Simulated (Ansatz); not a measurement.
# CH₃ClF₂O₂W: one molecule under many settings

How do the results and run time of CH₃ClF₂O₂W respond when the settings are drawn wide?

Method: the settings change from run to run; program: Ansatz 0.2.0, Gaussian basis.

**1. The relaxed structure**

An earlier PBE0-D4 in a triple-zeta def2 set relaxation fixed the geometry. W takes a core potential in def2 sets; no spin-orbit term is included.

SMILES `C[O][W](=[O])([F])([F])[Cl]`, 10 atoms, charge 0, spin multiplicity 1.

Atoms are counted from 1 here; the program's logs count them from 0.

Bond lengths: C1–O2 1.404 Å, C1–H8 1.093 Å, C1–H9 1.091 Å, C1–H10 1.094 Å, O2–W3 1.844 Å, W3–O4 1.677 Å, W3–F5 1.877 Å, W3–F6 1.860 Å, W3–Cl7 2.295 Å. Angles: O2–C1–H8 110.0°, O2–C1–H9 108.5°, O2–C1–H10 109.3°, H8–C1–H9 109.5°, H8–C1–H10 109.7°, H9–C1–H10 109.8°, C1–O2–W3 141.0°, O2–W3–O4 105.6°, O2–W3–F5 84.5°, O2–W3–F6 89.6°, O2–W3–Cl7 148.2°, O4–W3–F5 104.3°, O4–W3–F6 103.8°, O4–W3–Cl7 106.0°, F5–W3–F6 151.8°, F5–W3–Cl7 84.2°, F6–W3–Cl7 86.6°.

**2. B2PLYP/x2c-TZVPPall**

This run has charge -1, multiplicity 2.

Contents of in.yaml:

```yaml
crystal:
  periodic: [false, false, false]
  atoms:
    - {symbol: C, position_ang: [0.320067, -1.740711, 0.014271]}
    - {symbol: O, position_ang: [-0.303584, -0.559366, 0.447446]}
    - {symbol: W, position_ang: [-0.353488, 1.248307, 0.088323]}
    - {symbol: O, position_ang: [-1.980323, 1.656409, 0.059775]}
    - {symbol: F, position_ang: [0.024354, 0.726768, -1.674242]}
    - {symbol: F, position_ang: [0.161567, 1.597816, 1.841410]}
    - {symbol: Cl, position_ang: [0.786311, 3.156812, -0.481055]}
    - {symbol: H, position_ang: [1.238705, -1.907440, 0.581607]}
    - {symbol: H, position_ang: [-0.364741, -2.574180, 0.176534]}
    - {symbol: H, position_ang: [0.554132, -1.655816, -1.051171]}
basis:
  gaussian: {orbitals: x2c-TZVPPall}
total_charge: -1
magnetization: {spin_polarized: true, initial_magnetization: 1}
hamiltonian: {xc: {name: B2PLYP}}
```

Started as:

```
$ ansatz run in.yaml --threads 4 --pin off --events-out ev --progress --plain --max-ram 11315MiB
```

The program printed:

```text
Functional definition: B2PLYP
  name "B2PLYP"
  cite "Grimme, J. Chem. Phys. 124, 034108 (2006) doi:10.1063/1.2148954"
  cite "Becke, Phys. Rev. A 38, 3098 (1988) doi:10.1103/PhysRevA.38.3098"
  cite "Lee, Yang & Parr, Phys. Rev. B 37, 785 (1988) doi:10.1103/PhysRevB.37.785"
  parameter a = 0.53
  parameter c = 0.27
  exchange = (1 - a)*b88_x + a*exact_x
  correlation = (1 - c)*lyp_c + c*(mp2_os + mp2_ss)
2324 factors; integrals over basis functions are off by at most 9.5e-4 eV
mean field evaluation 1: about -462471.6717 eV, gradient 5.5e1 eV
mean field evaluation 2: about -462471.7217 eV, gradient 5.5e1 eV
mean field evaluation 4: about -462481.2113 eV, gradient 1.6e1 eV
mean field evaluation 8: about -462482.1095 eV, gradient 6.8e-1 eV
mean field evaluation 16: about -462482.1232 eV, gradient 2.4e-2 eV
mean field evaluation 32: about -462482.1232 eV, gradient 5.1e-5 eV
mean field -462482.12322176 eV, -16995.9045467575 hartree, gradient 9.8e-6 eV, S^2 0.754675; 0 other end points of the search recorded, 0 dependent functions left out
33 core orbitals not correlated: weight in the atoms' cores, before any rotation towards them, 1.000 or more for the frozen orbitals, at most 0.000 for the correlated occupied ones
reference -462482.12343811 eV, -16995.9045547081 hartree; 35, 34 occupied and 268, 269 virtual orbitals, 2324 factors
second order -65.82730013 eV of doubles, -0.00000000 eV of singles
Total energy: -462499.89680914 eV, -16996.5577140464 hartree
Relativity: scalar
```

Run time: 44 s. Hardware: 4 threads of Arm Neoverse V2, shared host; peak memory 2 GiB.

⟨S²⟩ 0.755.

**3. PBE0/def2-mTZVP**

This run has high accuracy.

Edit in.yaml of step 2 so:

```diff
@@ -14,5 +14,4 @@
 basis:
-  gaussian: {orbitals: x2c-TZVPPall}
-total_charge: -1
-magnetization: {spin_polarized: true, initial_magnetization: 1}
-hamiltonian: {xc: {name: B2PLYP}}
+  gaussian: {orbitals: def2-mTZVP}
+hamiltonian: {xc: {name: PBE0}}
+accuracy: high
```

Launched as before.

The program printed:

```text
Functional definition: PBE0
  name "PBE0"
  cite "Adamo & Barone, J. Chem. Phys. 110, 6158 (1999) doi:10.1063/1.478522"
  cite "Perdew, Burke & Ernzerhof, Phys. Rev. Lett. 77, 3865 (1996) doi:10.1103/PhysRevLett.77.3865"
  parent pbe
  parameter a = 0.25
  parameter kappa = 0.804
  parameter beta = 0.06672455060314922
  exchange = (1 - a)*pbe_x(kappa = kappa, mu = beta*pi^2/3) + a*exact_x
  correlation = pbe_c(beta = beta)
3429 factors; integrals over basis functions are off by at most 3.8e-8 eV
mean field evaluation 1: about -24939.3606 eV, gradient 1.0e2 eV
mean field evaluation 2: about -24744.5755 eV, gradient 3.2e2 eV
mean field evaluation 4: about -24954.5536 eV, gradient 3.6e1 eV
mean field evaluation 8: about -24956.5953 eV, gradient 1.7e0 eV
mean field evaluation 16: about -24956.8650 eV, gradient 3.1e-3 eV
mean field -24956.86500163 eV, -917.1478724394 hartree, gradient 3.5e-8 eV, S^2 0.000000; 0 other end points of the search recorded, 0 dependent functions left out
reference -24956.86500512 eV, -917.1478725676 hartree; 37, 37 occupied and 135, 135 virtual orbitals, 3429 factors
Total energy: -24956.86500512 eV, -917.1478725676 hartree
```

Run time: 9.5 s. Hardware: 4 threads of Arm Neoverse V2, shared host; peak memory 1 GiB.

**4. wPBEh/def2-TZVPD**

Set apart from the defaults: atoms shaken by 0.15 Å, relativity set to scalar.

Contents of in.yaml:

```yaml
crystal:
  periodic: [false, false, false]
  atoms:
    - {symbol: C, position_ang: [0.468560, -1.872975, -0.174586]}
    - {symbol: O, position_ang: [-0.184852, -0.749501, 0.373436]}
    - {symbol: W, position_ang: [-0.274271, 1.442201, 0.267239]}
    - {symbol: O, position_ang: [-2.169376, 1.557006, 0.115196]}
    - {symbol: F, position_ang: [-0.038787, 0.872722, -1.473523]}
    - {symbol: F, position_ang: [0.117993, 1.435073, 1.875724]}
    - {symbol: Cl, position_ang: [0.660528, 3.429549, -0.464728]}
    - {symbol: H, position_ang: [1.313455, -1.857345, 0.432886]}
    - {symbol: H, position_ang: [-0.205135, -2.486901, 0.095400]}
    - {symbol: H, position_ang: [0.644603, -1.832084, -1.187195]}
basis:
  gaussian: {orbitals: def2-TZVPD}
hamiltonian: {xc: {name: wPBEh}, pseudopotentials: {relativity: scalar}}
```

Launched as before.

The program printed, cut to the lines that bear on the results:

```text
Functional definition: wPBEh
  name "wPBEh"
  cite "Heyd, Scuseria & Ernzerhof, J. Chem. Phys. 118, 8207 (2003) doi:10.1063/1.1564060"
  cite "Krukau, Vydrov, Izmaylov & Scuseria, J. Chem. Phys. 125, 224106 (2006) doi:10.1063/1.2404663"
  cite "Heyd & Scuseria, J. Chem. Phys. 120, 7274 (2004) doi:10.1063/1.1668634"
  cite "Ernzerhof & Perdew, J. Chem. Phys. 109, 3313 (1998) doi:10.1063/1.476928"
  cite "Perdew, Burke & Ernzerhof, Phys. Rev. Lett. 77, 3865 (1996) doi:10.1103/PhysRevLett.77.3865"
  parent pbe
[...]
1813 factors; their error is unknown
151 factors; integrals over basis functions are off by at most 4.9e-6 eV
[...]
mean field -24997.48265935 eV, -918.6405438289 hartree, gradient 3.2e-5 eV, S^2 0.000000; 0 other end points of the search recorded, 0 dependent functions left out
reference -24997.48273796 eV, -918.6405467176 hartree; 37, 37 occupied and 276, 276 virtual orbitals, 1813 factors
Total energy: -24997.48273796 eV, -918.6405467176 hartree
Relativity: scalar
```

It took 7 s on 4 threads of Arm Neoverse V2, shared host; peak memory 0.98 GiB.

**5. SVWN5/def2-mTZVPP**

This run has high accuracy.

Contents of in.yaml:

```yaml
crystal:
  periodic: [false, false, false]
  atoms:
    - {symbol: C, position_ang: [0.320067, -1.740711, 0.014271]}
    - {symbol: O, position_ang: [-0.303584, -0.559366, 0.447446]}
    - {symbol: W, position_ang: [-0.353488, 1.248307, 0.088323]}
    - {symbol: O, position_ang: [-1.980323, 1.656409, 0.059775]}
    - {symbol: F, position_ang: [0.024354, 0.726768, -1.674242]}
    - {symbol: F, position_ang: [0.161567, 1.597816, 1.841410]}
    - {symbol: Cl, position_ang: [0.786311, 3.156812, -0.481055]}
    - {symbol: H, position_ang: [1.238705, -1.907440, 0.581607]}
    - {symbol: H, position_ang: [-0.364741, -2.574180, 0.176534]}
    - {symbol: H, position_ang: [0.554132, -1.655816, -1.051171]}
basis:
  gaussian: {orbitals: def2-mTZVPP}
hamiltonian: {xc: {name: SVWN5}}
accuracy: high
```

Same command.

The program printed:

```text
Functional definition: SVWN5
  name "SVWN5"
  cite "Dirac, Proc. Camb. Phil. Soc. 26, 376 (1930) doi:10.1017/S0305004100016108"
  cite "Slater, Phys. Rev. 81, 385 (1951) doi:10.1103/PhysRev.81.385"
  cite "Vosko, Wilk & Nusair, Can. J. Phys. 58, 1200 (1980) doi:10.1139/p80-159"
  exchange = slater_x
  correlation = vwn5_c
3918 factors; integrals over basis functions are off by at most 2.7e-8 eV
mean field evaluation 1: about -24836.4885 eV, gradient 1.1e2 eV
mean field evaluation 2: about -24523.2579 eV, gradient 3.6e2 eV
mean field evaluation 4: about -24850.3864 eV, gradient 6.6e1 eV
mean field evaluation 8: about -24857.2265 eV, gradient 2.0e0 eV
mean field evaluation 16: about -24857.2325 eV, gradient 2.9e-3 eV
mean field -24857.23251621 eV, -913.4864461334 hartree, gradient 8.9e-8 eV, S^2 0.000000; 0 other end points of the search recorded, 0 dependent functions left out
reference -24857.23252043 eV, -913.4864462884 hartree; 37, 37 occupied and 156, 156 virtual orbitals, 3918 factors
Total energy: -24857.23252043 eV, -913.4864462884 hartree
```

It took 6 s on 4 threads of Arm Neoverse V2, shared host; peak memory 1 GiB.

**6. wB97M-V/def2-SVPD**

Options: relativity set to none.

Edit in.yaml of step 5 so:

```diff
@@ -14,4 +14,3 @@
 basis:
-  gaussian: {orbitals: def2-mTZVPP}
-hamiltonian: {xc: {name: SVWN5}}
-accuracy: high
+  gaussian: {orbitals: def2-SVPD}
+hamiltonian: {xc: {name: wB97M-V}, pseudopotentials: {relativity: none}}
```

Launched as before.

The program printed, cut to the lines that bear on the results:

```text
Functional definition: wB97M-V
  name "wB97M-V"
  cite "Mardirossian & Head-Gordon, J. Chem. Phys. 144, 214110 (2016) doi:10.1063/1.4952647"
  cite "Becke, J. Chem. Phys. 107, 8554 (1997) doi:10.1063/1.475007"
  cite "Vydrov & Van Voorhis, J. Chem. Phys. 133, 244103 (2010) doi:10.1063/1.3521275"
  # Of w^i u^j: cxij and so on, Table III.
[...]
  gx(w, u) = 1 - cx + cx01*u + cx10*w
  gss(w, u) = css00 + css04*u^4 + css10*w + css20*w^2 + css43*w^4*u^3
  gos(w, u) = cos00 + cos10*w + (cos20 + cos21*u)*w^2 + (cos60 + cos61*u)*w^6
[...]
      + integral(e_c_pw_mod_opposite_spin*gos(b97_w_opposite, b97_u_opposite)) + vv10(b, c)
1708 factors; their error is unknown
579 factors; integrals over basis functions are off by at most 2.8e-5 eV
[...]
mean field -24950.71257837 eV, -916.9217750547 hartree, gradient 5.1e-5 eV, S^2 0.000000; 0 other end points of the search recorded, 0 dependent functions left out
reference -24950.71264371 eV, -916.9217774560 hartree; 37, 37 occupied and 161, 161 virtual orbitals, 1708 factors
Total energy: -24950.71264371 eV, -916.9217774560 hartree
```

Run time: 12 s. Hardware: 4 threads of Arm Neoverse V2, shared host; peak memory 0.77 GiB.

**7. B97/def2-SVPD**

Set apart from the defaults: charge +1, multiplicity 2, the search for lower states set to light.

Edit in.yaml of step 6 so:

```diff
@@ -15,2 +15,6 @@
   gaussian: {orbitals: def2-SVPD}
-hamiltonian: {xc: {name: wB97M-V}, pseudopotentials: {relativity: none}}
+total_charge: 1
+magnetization: {spin_polarized: true, initial_magnetization: 1}
+hamiltonian: {xc: {name: B97}}
+scf: {lower_state_search: light}
+output: {forces: true}
```

Same command.

The program printed, cut to the lines that bear on the results:

```text
Functional definition: B97
  name "B97"
  cite "Becke, J. Chem. Phys. 107, 8554 (1997) doi:10.1063/1.475007"
[...]
      + integral(e_c_pw_opposite_spin*poly(b97_u_opposite, cos0, cos1, cos2))
1733 factors; their error is unknown
[...]
mean field -24940.66147952 eV, -916.5524039850 hartree, gradient 3.7e-7 eV, S^2 0.768113; 9 other end points of the search recorded, 0 dependent functions left out
[...]
reference -24940.66151860 eV, -916.5524054211 hartree; 37, 36 occupied and 161, 162 virtual orbitals, 1733 factors
Total energy: -24940.66151860 eV, -916.5524054211 hartree
Atom 0 at     0.320067    -1.740711     0.014271 Å, force    -0.580880     0.828443    -0.883144 eV/Å
Atom 1 at    -0.303584    -0.559366     0.447446 Å, force     0.276966    -2.304574     0.420092 eV/Å
Atom 2 at    -0.353488     1.248307     0.088323 Å, force     0.333006     0.818284     0.112487 eV/Å
Atom 3 at    -1.980323     1.656409     0.059775 Å, force    -0.923107     0.168685    -0.008342 eV/Å
Atom 4 at     0.024354     0.726768    -1.674242 Å, force     0.189217     0.159422    -0.017757 eV/Å
Atom 5 at     0.161567     1.597816     1.841410 Å, force     0.043532    -0.001499    -0.099190 eV/Å
Atom 6 at     0.786311     3.156812    -0.481055 Å, force     0.428253     0.930332    -0.375299 eV/Å
Atom 7 at     1.238705    -1.907440     0.581607 Å, force     0.445901    -0.169809     0.644304 eV/Å
Atom 8 at    -0.364741    -2.574180     0.176534 Å, force    -0.323934    -0.514637     0.473489 eV/Å
Atom 9 at     0.554132    -1.655816    -1.051171 Å, force     0.111048     0.085353    -0.266639 eV/Å
Dipole moment:     0.468504    -0.979757    -0.063540 e Å
```

It took 99 s on 4 threads of Arm Neoverse V2, shared host; peak memory 1.5 GiB.

Largest force 2.359 eV/Å, ⟨S²⟩ 0.768.

**8. All runs side by side**

| level | charge | multiplicity | geometry | functions | energy (eV) | time |
| --- | --- | --- | --- | --- | --- | --- |
| B2PLYP/x2c-TZVPPall | -1 | 2 | relaxed | 336 | -462499.897 | 44 s |
| PBE0/def2-mTZVP | 0 | 1 | relaxed | 172 | -24956.865 | 9.5 s |
| wPBEh/def2-TZVPD | 0 | 1 | shaken | 313 | -24997.483 | 7 s |
| SVWN5/def2-mTZVPP | 0 | 1 | relaxed | 193 | -24857.233 | 6 s |
| wB97M-V/def2-SVPD | 0 | 1 | relaxed | 198 | -24950.713 | 12 s |
| B97/def2-SVPD | 1 | 2 | relaxed | 198 | -24940.662 | 99 s |

**9. Results**

```
                                         quantity                   value
                                             runs                       6
                                         quickest  SVWN5/def2-mTZVPP, 6 s
                                          slowest     B97/def2-SVPD, 99 s
spread of total energies, same state and geometry                 99.6 eV
```

B97/def2-SVPD took 16 times as long as SVWN5/def2-mTZVPP. The jobs differ in tasks and options as well as level. The totals spread over 100 eV; they can't be compared across methods or bases.
